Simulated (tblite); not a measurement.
# C6H14Si2: the cost of one run

Programs: tblite 0.8.0 and PySCF 2.14.0, with density-fitted response routines of our own. Each step states its level of theory. These are calculated values for one molecule in the gas phase, unless marked as measured. Atoms are numbered from 0 throughout.

### 1 Starting geometry

22 atoms, charge 0, multiplicity 1; geometry from: force field or distance geometry start.

Bonds of the start (Å): C0–C1 1.32, C1–Si2 1.86, Si2–Si3 2.21, Si3–C4 1.87, Si2–C5 1.82, C5–C6 1.54, C6–C7 1.52, C7–C5 1.49, C0–H8 1.10, C0–H9 1.11, C1–H10 1.08, Si2–H11 1.48, Si3–H12 1.49, Si3–H13 1.46, C4–H14 1.13, C4–H15 1.11, C4–H16 1.08, C5–H17 1.11, C6–H18 1.10, C6–H19 1.10, C7–H20 1.11, C7–H21 1.10.

### 2 Optimising the geometry with GFN2-xTB

The job: settings as JSON, then the geometry in Å.

```
{"job": {"kind": "relax", "xc": "GFN2-xTB", "basis": "xTB"}, "charge": 0, "multiplicity": 1}
C     -1.654800     2.497700     0.397300
C     -1.524600     1.470000    -0.427500
Si    -0.011900     0.387400    -0.435700
Si    -0.707400    -1.709200    -0.422800
C     -1.045900    -2.189200    -2.200400
C      1.064000     0.884200     0.942500
C      2.461800     0.246000     0.896200
C      1.502300    -0.014500     2.051300
H     -0.893400     2.794500     1.127000
H     -2.581100     3.108300     0.375300
H     -2.329100     1.236300    -1.111500
H      0.681100     0.678700    -1.709400
H     -2.022200    -1.772300     0.276600
H      0.187200    -2.644500     0.250700
H     -1.405200    -1.238400    -2.697800
H     -0.041300    -2.389200    -2.632300
H     -1.740200    -3.016900    -2.294700
H      1.109800     1.964600     1.191700
H      3.303300     0.929700     1.066300
H      2.649200    -0.606000     0.234300
H      1.778200     0.477400     3.011700
H      1.209700    -1.075400     2.110200
```

On the command line:

```
OMP_NUM_THREADS=1 python probes_run.py task.json out
```

The driver reads the jobs from task.json and runs them one after another.

Q: Estimate the wall time and peak memory of this first job on 1 thread of Arm Neoverse V1, shared host.

About 1.5 s, with a peak of 0.17 GiB.
